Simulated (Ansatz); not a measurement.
**Ge: a phonon run**

The task is a phonon run on Ge. The structure is shown as the input types it.

Computed with Ansatz 0.2.0 (DFT, PBEsol, PAW with Ansatz's default frozen-core files, scalar-relativistic; harmonic phonons by finite displacements, unless a step's input says otherwise).

1 further run of the same task is left out (it didn't finish).

**1. The structure to begin with**

The structure is hexagonal, space group P6_3/mmc (No. 194). The conventional cell has a = 3.981 Å, b = 3.981 Å, c = 6.554 Å, α = 90.00°, β = 90.00°, γ = 120.00°. Ge (site symmetry 3m) is surrounded by 4 Ge at 2.44 to 2.45 Å.

Structure file:

```
CELL_PARAMETERS angstrom
3.98066 0.00000 0.00000
-1.99033 3.44735 0.00000
0.00000 0.00000 6.55401
ATOMIC_POSITIONS crystal
Ge 0.66667 0.33333 0.06278
Ge 0.33333 0.66667 0.56278
Ge 0.66667 0.33333 0.43722
Ge 0.33333 0.66667 0.93722
```

**2. Running it**

input.yaml reads:

```yaml
crystal:
  lattice:
    - [3.98065862562, 0.0, 0.0]
    - [-1.99032931281, 3.44735149358, 0.0]
    - [0.0, 0.0, 6.55401010607]
  atoms:
    - { symbol: Ge, position: [0.666666666667, 0.333333333333, 0.06277501237] }
    - { symbol: Ge, position: [0.333333333333, 0.666666666667, 0.56277501237] }
    - { symbol: Ge, position: [0.666666666667, 0.333333333333, 0.43722498763] }
    - { symbol: Ge, position: [0.333333333333, 0.666666666667, 0.93722498763] }
kpoints:
  mp_grid: { grid: [8, 8, 4] }
scf:
  occupations: { method: fermi_dirac, width: 0.1 }
  max_iter: 100
hamiltonian:
  xc: pbesol
  pseudopotentials: { kind: paw }
phonons:
  supercell: [1, 1, 1]
basis:
  ecutrho_ratio: 2
```

On the command line:

```console
$ ansatz run input.yaml --threads 1 --pin off --max-ram 3072MiB --backend cpu --events-out ev --progress --plain --runs-dir out
```

Q: Will this input give a usable result? If not, why, and what should change?

This run ends as converged, with warnings (cutoff below recommended). Its log warns: «basis.ecutrho_ratio = 2 (ecutrho = 840 eV) is below the records' recommended 1680 eV»

Look at the input: basis.ecutrho_ratio is 2. The density cutoff must be at least four times the energy cutoff of the waves.

The test: delete basis.ecutrho_ratio (the default then holds).
